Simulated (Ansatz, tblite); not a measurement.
**SiICl3: one state, many levels**

An exercise on one series of results from a longer session: the logs are not shown, and one member is left open.

Computed with Ansatz 0.2.0, Gaussian basis. Level: as each input shows.

Plan: GFN1-xTB, GFN2-xTB, PBE-D4/def2-TZVP, r2SCAN-D4/def2-TZVP, ωB97M-V/def2-TZVP, B3LYP-D4/def2-TZVP, r2SCAN0-D4/def2-TZVP, HSE06-D4/def2-TZVP, LDA/def2-TZVP, B97M-V/def2-TZVP, ωB97X-V/def2-TZVP, PBE-D4/def2-SVP, PBE0-D4/def2-SVP, PBE0-D4/def2-TZVPD, PBE-D4/def2-TZVPD, r2SCAN-D4/def2-TZVPD, CCSD(T)/def2-TZVP, RPA/def2-TZVP.

4 further runs of the same task are left out: 1 that didn't finish, 3 set aside as unsound or not needed.

### The relaxed structure

The geometry is that of the singlet, from an earlier relaxation (PBE-D4/def2-SVP).

5 atoms, charge 0, spin multiplicity 1.

Bond lengths: Si1–I2 2.439 Å, Si1–Cl3 2.058 Å, Si1–Cl4 2.058 Å, Si1–Cl5 2.058 Å. Angles: I2–Si1–Cl3 110.1°, I2–Si1–Cl4 110.1°, I2–Si1–Cl5 110.1°, Cl3–Si1–Cl4 108.9°, Cl3–Si1–Cl5 108.9°, Cl4–Si1–Cl5 108.9°.

I takes a core potential in the def2 sets. No spin-orbit coupling is included.

PBE0-D4/def2-TZVP was run before; its log isn't repeated, and its numbers join the tables.

Set-up of the first run:

Tight binding, by tblite at 300 K electronic temperature and without a spin-polarisation term:

```python
tblite.interface.Calculator('GFN1-xTB', numbers, positions, charge=0, uhf=0).singlepoint()
```

Tight binding, by tblite at 300 K electronic temperature and without a spin-polarisation term:

```python
tblite.interface.Calculator('GFN2-xTB', numbers, positions, charge=0, uhf=0).singlepoint()
```

start.molden holds the orbitals of an earlier run on this state, given as this run's starting guess.

in.yaml

```yaml
crystal:
  periodic: [false, false, false]
  atoms:
    - {symbol: Si, position_ang: [-0.000351, 0.000511, -0.064423]}
    - {symbol: I, position_ang: [0.012373, -0.018978, 2.374926]}
    - {symbol: Cl, position_ang: [1.929309, 0.010757, -0.780122]}
    - {symbol: Cl, position_ang: [-0.974574, 1.678113, -0.751801]}
    - {symbol: Cl, position_ang: [-0.966758, -1.670403, -0.778580]}
basis:
  gaussian: {orbitals: def2-TZVP, initial_orbitals: start.molden}
hamiltonian: {xc: pbe, dispersion: d4}
scf: {omitted_lower_state_checks: [starts]}
output: {orbitals: {seedname: orbitals}}
```

Started as:

```sh
$ ansatz run in.yaml --threads 2 --pin off --events-out ev --progress --plain --max-ram 22528MiB --backend cpu
```

Steps of the session up to this table: PBE-D4/def2-TZVP; r2SCAN-D4/def2-TZVP; ωB97M-V/def2-TZVP; B3LYP-D4/def2-TZVP; r2SCAN0-D4/def2-TZVP; HSE06-D4/def2-TZVP; LDA/def2-TZVP; B97M-V/def2-TZVP; ωB97X-V/def2-TZVP; PBE-D4/def2-SVP; PBE0-D4/def2-SVP; PBE0-D4/def2-TZVPD; PBE-D4/def2-TZVPD; r2SCAN-D4/def2-TZVPD; CCSD(T)/def2-TZVP; RPA/def2-TZVP.

One of the session's tables, all rows but one given; the rest of the session is left out.

```
               level  HOMO (eV)  LUMO (eV)  gap (eV)
       LDA/def2-TZVP      -7.26      -2.91      4.35
     PBE-D4/def2-SVP      -6.99      -2.48      4.51
    PBE-D4/def2-TZVP          ?          ?         ?
   PBE-D4/def2-TZVPD      -7.14      -2.75      4.38
 r2SCAN-D4/def2-TZVP      -7.42      -2.40      5.02
r2SCAN-D4/def2-TZVPD      -7.44      -2.47      4.97
    B97M-V/def2-TZVP      -7.42      -2.30      5.11
  B3LYP-D4/def2-TZVP      -8.01      -2.04      5.97
    PBE0-D4/def2-SVP      -8.24      -1.67      6.57
   PBE0-D4/def2-TZVP      -8.28      -1.80      6.48
  PBE0-D4/def2-TZVPD      -8.31      -1.90      6.41
r2SCAN0-D4/def2-TZVP      -8.49      -1.66      6.83
  HSE06-D4/def2-TZVP      -7.89      -2.17      5.72
   ωB97X-V/def2-TZVP     -10.56       0.33     10.89
   ωB97M-V/def2-TZVP     -10.41       0.14     10.55
```

Q: Estimate the row for PBE-D4/def2-TZVP from the others.

As computed: HOMO (eV): -7.10; LUMO (eV): -2.66; gap (eV): 4.44. In the column «HOMO (eV)» it lies between PBE-D4/def2-TZVPD (-7.14) and PBE-D4/def2-SVP (-6.99).
